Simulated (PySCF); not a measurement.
# Ce(OH)3(H2O): other functionals and bases at one geometry

Aim: see how levels, charges and forces of Ce(OH)3(H2O) depend on the level of theory. It is a constructed species; whether it can be made isn't addressed.

Program: PySCF 2.14.0. Level of theory: several levels, as the steps say, no spin–orbit coupling. These are calculated values, not measurements.

1 further run of the same task is left out (for a known fault of the program).

## (1) Where the work starts

10 atoms, charge 0, spin multiplicity 1.

Bond lengths: Ce1–O2 2.170 Å, Ce1–O4 2.169 Å, Ce1–O6 2.165 Å, Ce1–O8 2.601 Å, O2–H3 0.957 Å, O4–H5 0.957 Å, O6–H7 0.957 Å, O8–H9 0.965 Å, O8–H10 0.965 Å. Angles: O2–Ce1–O4 117.1°, O2–Ce1–O6 119.5°, O2–Ce1–O8 95.5°, O4–Ce1–O6 116.8°, O4–Ce1–O8 94.6°, O6–Ce1–O8 105.6°, Ce1–O2–H3 172.3°, Ce1–O4–H5 174.1°, Ce1–O6–H7 175.1°, Ce1–O8–H9 119.4°, Ce1–O8–H10 122.8°, H9–O8–H10 106.0°.

Geometry (Å):

```xyz
10
charge 0, multiplicity 1
Ce    0.2062   -0.2372    0.0898
O     1.3072    1.3224    1.1209
H     1.8607    1.9156    1.6284
O    -1.4886   -1.1015    1.1310
H    -2.1706   -1.5332    1.6443
O     1.2340   -1.5111   -1.3267
H     1.7284   -2.1060   -1.8899
O    -1.2353    1.3846   -1.3452
H    -1.3918    2.2833   -1.0308
H    -2.0490    1.1105   -1.7850
```

Formal oxidation states: Ce +3. Each metal's 1 4f electrons lie in its core potential, so multiplicities, spins and levels count the valence alone. An earlier session relaxed this geometry at PBE0, Ce lcecp-1-SVP with ECP47, O def2-SVP, H def2-SVP (singlet, point group C1).

At PBE0 on the finer grid: E = -335.778848 Eh, HOMO -6.96 eV, LUMO -0.57 eV, Mulliken charge on Ce1 +1.06 e, largest force component 0.015 eV/Å. 

Levels to run: M06-L; revPBE; PBE0, TZVP. Hardware: 2 threads of Arm Neoverse V1, shared host.

## (2) M06-L

run.py (the lines that set the calculation) reads:

```python
mol = gto.M(atom='''
Ce     0.20621    -0.23725     0.08981
O      1.30721     1.32241     1.12095
H      1.86074     1.91562     1.62840
O     -1.48857    -1.10152     1.13104
H     -2.17061    -1.53319     1.64429
O      1.23402    -1.51106    -1.32674
H      1.72844    -2.10599    -1.88988
O     -1.23531     1.38459    -1.34518
H     -1.39182     2.28332    -1.03077
H     -2.04900     1.11051    -1.78503''',
    basis={'Ce': 'lcecp-1-SVP', 'O': 'def2-SVP', 'H': 'def2-SVP'},
    ecp={'Ce': 'lcecp-1-SVP'},
    charge=0, spin=0)
mf = dft.RKS(mol, xc='M06L')
mf.grids.atom_grid = (75, 302)  # f atoms: unpruned, at least (60, 302)
mf = mf.density_fit()  # fitting sets: Ce AutoAux, O def2-universal-JKFIT, H def2-universal-JKFIT
mf.conv_tol = 1e-08; mf.max_cycle = 55
mf.kernel(dm0)  # dm0: the density of the relaxed state
```

On the command line:

```sh
OMP_NUM_THREADS=2 python run.py
```

## (3) revPBE

Edit run.py (the lines that set the calculation) of step 2 so:

```diff
@@ -14,3 +14,3 @@
     charge=0, spin=0)
-mf = dft.RKS(mol, xc='M06L')
+mf = dft.RKS(mol, xc='PBE_R,PBE')
 mf.grids.atom_grid = (75, 302)  # f atoms: unpruned, at least (60, 302)
```

## (4) PBE0, TZVP

Basis: Ce lcecp-1-TZVP with ECP47, O def2-TZVP, H def2-TZVP. 

Edit run.py (the lines that set the calculation) of step 3 so:

```diff
@@ -11,6 +11,6 @@
 H     -2.04900     1.11051    -1.78503''',
-    basis={'Ce': 'lcecp-1-SVP', 'O': 'def2-SVP', 'H': 'def2-SVP'},
-    ecp={'Ce': 'lcecp-1-SVP'},
+    basis={'Ce': 'lcecp-1-TZVP', 'O': 'def2-TZVP', 'H': 'def2-TZVP'},
+    ecp={'Ce': 'lcecp-1-TZVP'},
     charge=0, spin=0)
-mf = dft.RKS(mol, xc='PBE_R,PBE')
+mf = dft.RKS(mol, xc='PBE0')
 mf.grids.atom_grid = (75, 302)  # f atoms: unpruned, at least (60, 302)
@@ -18,2 +18,2 @@
 mf.conv_tol = 1e-08; mf.max_cycle = 55
-mf.kernel(dm0)  # dm0: the density of the relaxed state
+mf.kernel(dm0)  # dm0: free metal ions and neutral atoms
```

Q: Predict the outcome of this session. Wanted: for each run, HOMO; gap; charge on Ce1; dipole; largest force.

As calculated:

| level | state | HOMO (eV) | gap (eV) | charge on Ce1 (e) | dipole (D) | largest force (eV/Å) | basis functions | time |
| --- | --- | --- | --- | --- | --- | --- | --- | --- |
| PBE0 (relaxed here) | singlet | -6.96 | 6.39 | 1.06 | 4.31 | 0.02 | 114 | 20 s |
| M06-L | singlet | -5.44 | 4.95 | 1.21 | 4.24 | 0.24 | 114 | 11 s |
| revPBE | singlet | -5.24 | 4.00 | 0.85 | 4.20 | 0.49 | 114 | 8 s |
| PBE0, TZVP | singlet | -7.28 | 6.47 | 1.62 | 4.36 | 0.29 | 201 | 18 s |

Times are on 2 threads of Arm Neoverse V1, shared host; the first row also made further properties.

In one basis the HOMO–LUMO gap runs from 4.00 eV (revPBE) to 6.39 eV (PBE0). The largest leftover force, 0.49 eV/Å with revPBE, stands at a geometry relaxed at another level. The Mulliken charge on Ce spans +0.85 to +1.62 e over the levels. With 4f in the core, its levels are missing from HOMO and gap. Total energies of different levels can't be compared. Spin–orbit coupling is left out throughout.
